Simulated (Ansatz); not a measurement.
**InB4Pt: from a guess to a relaxed structure**

Aim: relax a trial structure of InB4Pt and see where it ends.

Computed with Ansatz 0.2.0 (DFT PBE, scalar-relativistic, plane waves, PAW, unless a step's input says otherwise).

## (1) The structure to begin with

It takes space group P4/mmm (No. 123, tetragonal). The conventional cell has a = 3.904 Å, b = 3.904 Å, c = 4.403 Å, α = 90.00°, β = 90.00°, γ = 90.00°. Around In (site symmetry 4/mmm) lie 8 B at 2.11 Å and 2 Pt at 2.20 Å. B (site symmetry 2mm) is surrounded by 1 B at 1.58 Å and 2 In at 2.11 Å and 2 Pt at 2.41 Å. Around Pt (site symmetry 4/mmm) lie 2 In at 2.20 Å and 8 B at 2.41 Å.

Coordinates:

```cif
data_structure
_symmetry_space_group_name_H-M 'P4/mmm'
_symmetry_Int_Tables_number 123
_cell_length_a 3.9037
_cell_length_b 3.9037
_cell_length_c 4.4029
_cell_angle_alpha 90.000
_cell_angle_beta 90.000
_cell_angle_gamma 90.000
_cell_volume 67.10
loop_
_atom_site_label
_atom_site_type_symbol
_atom_site_symmetry_multiplicity
_atom_site_Wyckoff_symbol
_atom_site_fract_x
_atom_site_fract_y
_atom_site_fract_z
_atom_site_occupancy
In1 In 1 a 0.00000 0.00000 0.00000 1
B1 B 4 i 0.00000 0.50000 0.82024 1
Pt1 Pt 1 b 0.00000 0.00000 0.50000 1
```

The cell is invented: random cell by space group and Wyckoff sites (P4/mmm, No. 123). The dimensions are guesses.

## (2) Probe: one point on a coarse mesh

File input.yaml:

```yaml
crystal:
  lattice:
    - [3.90369136, 0.0, 0.0]
    - [0.0, 3.90369136, 0.0]
    - [0.0, 0.0, 4.4029091]
  atoms:
    - { symbol: In, position: [0.0, 0.0, 0.0] }
    - { symbol: B, position: [0.0, 0.5, 0.82023788] }
    - { symbol: B, position: [0.5, 0.0, 0.82023788] }
    - { symbol: B, position: [0.0, 0.5, 0.17976212] }
    - { symbol: B, position: [0.5, 0.0, 0.17976212] }
    - { symbol: Pt, position: [0.0, 0.0, 0.5] }
basis:
  ecutwfc: 420
kpoints:
  mp_grid: { grid: [4, 4, 4] }
hamiltonian:
  xc: pbe
scf:
  occupations: { method: gaussian, width: 0.1 }
  lower_state_search: "off"
output:
  forces: true
  stress: true
  eigenvalues: true
```

The run is started by

```bash
> ansatz run input.yaml --threads 1 --pin off --max-ram 2560MiB --backend cpu --events-out ev --progress --plain --runs-dir out
```

The session goes on with these runs: a loose first relaxation; final relaxation.

**Question.** What will these runs give? Wanted: conventional cell; volume; energy over the elements; gap on the mesh.

**Answer**, as computed:

| quantity | value |
| --- | --- |
| symmetry at the end (tolerance 0.05 Å) | space group P4/mmm (No. 123) |
| conventional cell | a = 4.325 Å, b = 4.325 Å, c = 4.930 Å, α = 90.00°, β = 90.00°, γ = 90.00° |
| volume | 15.37 Å³/atom |
| energy over the elements | +1.87 eV/atom |
| gap on the mesh | none (metal) |

What this shows: The space group P4/mmm (No. 123) is kept, and the volume per atom grows by 37.4 % from the first guess. The formation energy is positive, so the separate elements lie lower. No finished test with a distortion of lower symmetry is shown, so the end may be a saddle point. Spin-orbit coupling is left out for Pt.
